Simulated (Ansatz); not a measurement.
**C3H6GeO: a ladder of functionals and wavefunction methods**

An exercise on one series of results from a longer session: the logs are not shown, and one member is left open.

Computed with Ansatz 0.2.0, Gaussian basis. Level: functionals in def2-TZVPP, the program's frozen cores in correlated methods.

The runs, in order: PBE-D4, r2SCAN-D4, PBE0-D4, B3LYP-D4, ωB97X-V, ωB97M-V, B2PLYP; CCSD(T)/def2-TZVPP; MP2/def2-QZVPP; extrapolation to the limit.

### The geometry

The geometry comes from an earlier relaxation with PBE0-D4 in a triple-zeta def2 set; it is a stationary point, not always the lowest conformer.

11 atoms, charge 0, spin multiplicity 1.

Atoms are counted from 1 here; the program's logs count them from 0.

Bond lengths: C1–Ge2 1.947 Å, C1–H6 1.090 Å, C1–H7 1.091 Å, C1–H8 1.091 Å, Ge2–C3 1.919 Å, Ge2–C4 1.901 Å, Ge2–H9 1.539 Å, C3–C4 1.329 Å, C3–H10 1.084 Å, C4–O5 1.336 Å, O5–H11 0.967 Å. Angles: Ge2–C1–H6 109.3°, Ge2–C1–H7 110.4°, Ge2–C1–H8 110.2°, H6–C1–H7 109.2°, H6–C1–H8 109.2°, H7–C1–H8 108.6°, C1–Ge2–C3 121.9°, C1–Ge2–C4 121.9°, C1–Ge2–H9 113.7°, C3–Ge2–C4 40.7°, C3–Ge2–H9 119.9°, C4–Ge2–H9 119.7°, Ge2–C3–C4 68.9°, Ge2–C3–H10 152.8°, C4–C3–H10 138.3°, Ge2–C4–C3 70.3°, Ge2–C4–O5 150.8°, C3–C4–O5 138.8° and more.

Geometry (Å):

```xyz
11
C3H6GeO
C    -1.76502    0.52676    0.75535
Ge    0.07854    0.78761    0.18491
C     1.40001   -0.59260    0.36104
C     0.98555   -0.48555   -0.89757
O     1.21637   -1.05479   -2.08416
H    -1.99903   -0.53746    0.73967
H    -2.44744    1.05497    0.08784
H    -1.90341    0.90968    1.76771
H     0.51063    2.26452    0.14860
H     2.10221   -1.18710    0.93377
H     1.88698   -1.74314   -1.97658
```

Set-up of the first run:

Input file in.yaml:

```yaml
crystal:
  periodic: [false, false, false]
  atoms:
    - {symbol: C, position_ang: [-1.765020, 0.526763, 0.755345]}
    - {symbol: Ge, position_ang: [0.078542, 0.787613, 0.184908]}
    - {symbol: C, position_ang: [1.400012, -0.592601, 0.361043]}
    - {symbol: C, position_ang: [0.985553, -0.485550, -0.897566]}
    - {symbol: O, position_ang: [1.216370, -1.054789, -2.084161]}
    - {symbol: H, position_ang: [-1.999033, -0.537459, 0.739672]}
    - {symbol: H, position_ang: [-2.447439, 1.054970, 0.087842]}
    - {symbol: H, position_ang: [-1.903405, 0.909681, 1.767715]}
    - {symbol: H, position_ang: [0.510630, 2.264516, 0.148605]}
    - {symbol: H, position_ang: [2.102209, -1.187104, 0.933774]}
    - {symbol: H, position_ang: [1.886976, -1.743141, -1.976580]}
basis:
  gaussian: {orbitals: def2-TZVPP}
hamiltonian: {xc: pbe, dispersion: d4}
output: {forces: true, orbitals: {seedname: orbitals}}
```

Started as:

```
ansatz run in.yaml --threads 4 --pin off --events-out ev --progress --plain --max-ram 10444MiB
```

Steps of the session up to this table: PBE-D4 (GGA); r2SCAN-D4 (meta-GGA); PBE0-D4 (hybrid); B3LYP-D4 (hybrid); ωB97X-V (range-separated); ωB97M-V (range-separated); B2PLYP (double hybrid); CCSD(T) in def2-TZVPP; MP2 in def2-QZVPP.

One of the session's tables, all rows but one given; the rest of the session is left out.

```
            method  atomisation energy (eV)
            PBE-D4                   43.915
         r2SCAN-D4                   42.938
           PBE0-D4                   42.956
          B3LYP-D4                   42.511
           ωB97X-V                        ?
           ωB97M-V                   42.684
            B2PLYP                   42.212
     HF/def2-TZVPP                   29.961
    MP2/def2-TZVPP                   42.576
   CCSD/def2-TZVPP                   40.910
CCSD(T)/def2-TZVPP                   41.721
           MP2/CBS                   43.620
       CCSD(T)/CBS                   42.766
```

**Question.** Estimate the row for ωB97X-V.

As computed: atomisation energy (eV): 42.757. In the column «atomisation energy (eV)» it lies between ωB97M-V (42.684) and CCSD(T)/CBS (42.766).

Limits of these values: Free atoms (3 C, 1 Ge, 1 O, 6 H) were run apart at each level; the atomisation energy is their sum less the molecule, without zero-point or spin-orbit terms.
